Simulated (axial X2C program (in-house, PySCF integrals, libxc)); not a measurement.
# PtH: EOM-IP-CCSD levels

Aim: EOM-IP-CCSD levels of PtH, with spin–orbit coupling in the Hamiltonian from the start.

The runs use an in-house X2C program for linear molecules on PySCF integrals; two-component X2C with atomic mean-field terms, Pt dyall-acv3z, H dyall-av3z.

All values are calculated.

### Step 1. Input

task.json reads:

```json
{
 "zs": [
  78,
  1
 ],
 "q": 0,
 "bas": [
  "dyall-acv3z",
  "dyall-av3z"
 ],
 "r0": 1.55,
 "eom": "ip",
 "rq": -1,
 "thr": -2.0,
 "nmax": 95,
 "grid": [
  1,
  0.96,
  1.045,
  0.92,
  1.09,
  1.15
 ]
}
```

Keys: zs atomic numbers; q charge; bas basis sets; r0 starting distance in Å; eom kind of EOM run; thr threshold in hartree for freezing inner shells (an s shell follows its p shell); nmax most natural virtual spinors; grid distances as factors.

Run with:

```console
$ python soeom.py task.json out
```

The runs that follow: EOM-IP-CCSD at 1.515 Å.

**Question.** What will these runs give? Wanted: next root led by one particle; T1 of the reference; lowest state, Re and ωe.

The runs gave:

```
                     quantity                           value
       lowest root at 1.515 Å               Ω = 1/2, 1.843 eV
next root led by one particle  Ω = 5/2, about 350 cm⁻¹ higher
          T1 of the reference                           0.034
      lowest state, Re and ωe              1.518 Å, 2396 cm⁻¹
```

Removing an electron from the reference determinant of PtH⁻ costs 1.84 eV and empties a spinor of 45% Pt sσ, 26% Pt dσ, 15% H sσ. Errors of 0.1 to 0.3 eV are usual at this size, and roots led by higher excitations are left out, so the list is incomplete, and low states of that kind can be missing. T1 or the largest double amplitude of the reference is raised, which lowers the reliability. The bond is 0.007 Å longer than in the closed-shell reference at CCSD (1.510 Å).
